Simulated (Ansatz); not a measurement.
This script for the Ansatz DFT code, driven from Python starts 4 runs on BH3OSSeSi, SMILES [SeH][SiH]1OBS1. What input does the engine get in each?

The script, `run_disp.py`:
```python
# -*- coding: utf-8 -*-
"""Size of D3 and D4 in BH3OSSeSi."""

import ansatz as az

GEOMETRY = """
Se   -2.04430    1.42080   -0.28160
Si   -0.13310    0.47140    0.30600
O    -0.39550   -1.14000    0.73120
B     0.76500   -1.82040   -0.08020
S     0.83630   -0.33990   -1.32670
H    -1.32260    2.64790   -0.93230
H     0.77030    1.20540    1.24320
H     1.61600   -2.50240    0.28470
"""


def main():
    geometry = az.Crystal.molecule()
    for line in GEOMETRY.strip().splitlines():
        symbol, *xyz = line.split()
        geometry = geometry.atom(symbol, [float(v) for v in xyz])

    model = geometry.calculation().basis(gaussian="def2-SVP")
    for name in ["r2scan", "b3lyp"]:
        for correction in ("d3bj", "d4"):
            data = model.functional(name, dispersion=correction).run(threads=1, backend="cpu").report
            print(f"{name:8s} {correction:5s} total {data['free_energy_ev']:.5f} eV, of which dispersion {1000 * data['dispersion']['energy']['ev']:.2f} meV")


if __name__ == "__main__":
    main()
```

Run 1:
```yaml
crystal:
  periodic: [false, false, false]
  atoms:
    - { symbol: Se, position_ang: [-2.0443, 1.4208, -0.2816] }
    - { symbol: Si, position_ang: [-0.1331, 0.4714, 0.306] }
    - { symbol: O, position_ang: [-0.3955, -1.14, 0.7312] }
    - { symbol: B, position_ang: [0.765, -1.8204, -0.0802] }
    - { symbol: S, position_ang: [0.8363, -0.3399, -1.3267] }
    - { symbol: H, position_ang: [-1.3226, 2.6479, -0.9323] }
    - { symbol: H, position_ang: [0.7703, 1.2054, 1.2432] }
    - { symbol: H, position_ang: [1.616, -2.5024, 0.2847] }
basis:
  gaussian:
    orbitals: def2-SVP
hamiltonian:
  xc: r2scan
  dispersion: d3bj
```

Run 2, against run 1:
```diff
-  dispersion: d3bj
+  dispersion: d4
```

Run 3, against run 1:
```diff
-  xc: r2scan
+  xc: b3lyp
```

Run 4, against run 1:
```diff
-  xc: r2scan
-  dispersion: d3bj
+  xc: b3lyp
+  dispersion: d4
```

```console
$ python run_disp.py
DeckWarning: the engine holds no damping parameters fitted to this dispersion correction and functional, so the run takes those fitted to r2scan beside the three-body term, which d3bj leaves out (hamiltonian.dispersion, under Limitations)
r2scan   d3bj  total -86818.23954 eV, of which dispersion -69.90 meV
r2scan   d4    total -86818.23067 eV, of which dispersion -61.03 meV
b3lyp    d3bj  total -86823.42583 eV, of which dispersion -490.10 meV
b3lyp    d4    total -86823.38715 eV, of which dispersion -451.43 meV
```
(Warnings from the package without file and line.)

Notes:
- Total energies depend on the basis set; only differences at equal settings carry meaning.
- The geometry is a force-field or estimated start, not a minimum of this method, and the basis set is short of its limit. D4 holds the three-body term, and d3bj doesn't.
- b3lyp holds the VWN-RPA fit, as in Gaussian; the form of ORCA and Turbomole is b3lyp5.
- A dispersion term here runs with damping parameters fitted for another variant or functional.
- Finished in 32 s on 1 thread of Arm Neoverse V1, on a shared host, peak memory 0.31 GiB.
